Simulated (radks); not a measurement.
**Valence configurations of P**

An exercise on one series of results from a longer session: the logs are not shown, and one member is left open.

Program: radks (a radial shooting solver on a logarithmic mesh, Libxc functionals) version 1. Level of theory: scalar-relativistic Kohn-Sham, r2SCAN, spin-polarised, spherical densities, finite nucleus; open shells are filled with parallel spins first. These are calculated values, not measurements, unless marked.

### Starting point

| Quantity | Value |
| --- | --- |
| element | phosphorus (Z = 15) |
| charge | 0 |
| electrons | 15 |
| configuration | [Ne] 3s2 3p3 |
| nuclear rms radius | 3.1889 fm |
| others tried | 3s1.5 3p3.5; 3s1 3p4; 3p5; 3s0.5 3p4.5 |

Outer shells as boxes (Hund's rule):

P
```
[Ne] core
3s [↑↓]
3p [↑ ][↑ ][↑ ]
```

The first run:

Settings of this run:

```text
Z 15
configuration [Ne] 3s2 3p3
relativity scalar-relativistic
functional r2scan,r2scan
spin polarised
nucleus finite rms 3.1889 fm
c 137.035999084
```

Run with:

```bash
$ python run_ks.py task.json out
```

This one command runs every case of the session in turn.

Steps of the session up to this table: [Ne] 3s2 3p3.

One table of the session follows, with a row left open; its other results are not shown here.

It belongs to the step «[Ne] 3s2 3p3». Sizes of the orbitals, from the radial functions (bohr):

| level | <r> | outermost maximum (interpolated) | 90 % within | nodes |
| --- | --- | --- | --- | --- |
| 2s up | 0.5174 | 0.418 | 0.812 | 1 |
| 2s down | 0.5177 | 0.418 | 0.812 | 1 |
| 2p up | 0.4843 | 0.354 | 0.809 | 0 |
| 2p down | 0.4845 | 0.355 | 0.809 | 0 |
| 3s up | 1.905 | 1.58 | 2.89 | 2 |
| 3s down | 1.923 | 1.57 | 2.94 | 2 |
| 3p up | ? | ? | ? | ? |
| 3p down | 2.372 | 1.84 | 3.75 | 1 |

Q: Estimate the row for 3p up from the others.

The run gave: <r>: 2.308; outermost maximum (interpolated): 1.83; 90 % within: 3.62; nodes: 1. In the column «<r>» it lies between 3s down (1.923) and 3p down (2.372).
